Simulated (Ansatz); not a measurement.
**AlGaH (quartet): the correlation ladder at a displaced geometry (v1), cc-pVTZ**

One table from this session's results is given with a row withheld; the runs are named, their logs left out.

Computed with Ansatz 0.2.0, Gaussian basis. Level: cc-pVTZ, core rule «outside noble gas», up to 19 orbitals frozen.

To be run: UHF; CCSD(T) on ROHF; CCSD(T) on UHF; BCCD(T) on ROHF; CCSDT(Q) on ROHF; CCSDT(Q) on UHF; CASSCF and MRCISD+Q, 7 electrons in 9 orbitals; CASSCF and NEVPT2, 7 electrons in 9 orbitals.

22 further runs of the same task are left out: 4 for a known fault of the program, 10 that didn't finish, 8 set aside as unsound or not needed. Runs told in other sessions of the task aren't counted.

**The system**

The geometry is a PBE0/def2-TZVP stationary point (not a proven minimum) with its atoms shifted at random (size 0.040 Å). No spin-orbit coupling is included. The filled d shell of Ga may be among the frozen orbitals whatever the setting's name suggests.

3 atoms, charge 0, spin multiplicity 4.

Atoms are counted from 1 here; the program's logs count them from 0.

Bond lengths: Al1–Ga2 2.355 Å, Al1–H3 1.529 Å. Angles: Ga2–Al1–H3 177.9°.

Set-up of the first run:

Contents of in.yaml:

```yaml
crystal:
  periodic: [false, false, false]
  atoms:
    - {symbol: Al, position_ang: [-0.015433, -0.009008, 0.275540]}
    - {symbol: Ga, position_ang: [-0.016266, -0.025151, -2.079213]}
    - {symbol: H, position_ang: [0.031698, 0.034159, 1.803673]}
basis:
  gaussian: {orbitals: cc-pVTZ}
magnetization: {spin_polarized: true, initial_magnetization: 3}
hamiltonian: {xc: hf}
output: {orbitals: {seedname: orbitals}}
```

The run is started by

```console
ansatz run in.yaml --threads 1 --pin off --events-out ev --progress --plain --max-ram 2393MiB
```

Steps of the session up to this table: UHF; CCSD(T) on ROHF; CCSD(T) on UHF; BCCD(T) on ROHF; CCSDT(Q) on ROHF; CCSDT(Q) on UHF; CASSCF and MRCISD+Q, 7 electrons in 9 orbitals; CASSCF and NEVPT2, 7 electrons in 9 orbitals.

One table of the session follows, with a row left open; its other results are not shown here.

```
          method  from UCCSDT(Q) (kJ/mol)
            ROHF                   +359.1
             UHF                   +346.7
            RMP2                    +80.6
            UMP2                    +84.0
           RCCSD                    +22.5
           UCCSD                    +20.6
        RCCSD(T)                     +6.0
        UCCSD(T)                     +4.7
         BCCD(T)                     +6.1
          RCCSDT                     +2.5
          UCCSDT                     +1.0
       RCCSDT(Q)                        ?
       UCCSDT(Q)                        0
  CASSCF valence                   +217.5
  NEVPT2 valence                    +62.6
  MRCISD valence                    +15.3
MRCISD+Q valence                     +2.8
```

Estimate the missing values for RCCSDT(Q).

**Answer.** from UCCSDT(Q) (kJ/mol): +1.4. In the column «from UCCSDT(Q) (kJ/mol)» it lies between UCCSDT (+1.0) and RCCSDT (+2.5).

Limits of these values: Restricted and unrestricted rows rest on different reference determinants; a gap between their highest levels can come from leftover correlation error, from unlike frozen cores or from another state.
